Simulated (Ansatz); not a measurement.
# H4: the cost of one run

The runs use Ansatz 0.2.0, Gaussian basis; PBE0-D4 structure, single points in def2-TZVPPD.

Levels: PBE-D4, revPBE-D4, BLYP-D4, r2SCAN-D4, B97M-V, PBE0-D4, B3LYP-D4, HSE06-D4, wB97X-V, wB97M-V, B2PLYP, Hartree-Fock, MP2, CCSD, CCSD(T). The reference is CCSD(T) extrapolated to the basis limit.

Correlated methods freeze the cores. B3LYP uses VWN-RPA correlation. B2PLYP carries no dispersion term here.

152 further runs of the same task are left out: 152 set aside as unsound or not needed.

## (1) The system as given

The pair, from a GFN2-xTB docking trial: 4 atoms, charge 0, spin multiplicity 1.

Atoms are counted from 1 here; the program's logs count them from 0.

Bond lengths: H1–H2 0.777 Å, H3–H4 0.778 Å.

As a file:

```xyz
4

H    -0.3782    0.0159   -1.8686
H     0.3242   -0.1172   -1.5645
H     0.2377    0.3673    1.7977
H    -0.1837   -0.2660    1.6355
```

Atoms 1 to 2 are fragment A (H₂), the rest fragment B (H₂).

## (2) A first relaxation in a small basis

File pre/in.yaml:

```yaml
crystal:
  periodic: [false, false, false]
  atoms:
    - {symbol: H, position_ang: [-0.378200, 0.015900, -1.868600]}
    - {symbol: H, position_ang: [0.324200, -0.117200, -1.564500]}
    - {symbol: H, position_ang: [0.237700, 0.367300, 1.797700]}
    - {symbol: H, position_ang: [-0.183700, -0.266000, 1.635500]}
basis:
  gaussian: {orbitals: def2-SVP}
hamiltonian: {xc: pbe, dispersion: d4}
relax: {f_tol: 0.03, max_steps: 250}
```

Command:

```bash
$ ansatz run in.yaml --threads 2 --pin off --events-out ev --progress --plain --max-ram 5222MiB
```

**Question.** How long does this run take on 2 threads of Arm Neoverse V1, shared host?

About 1 s.
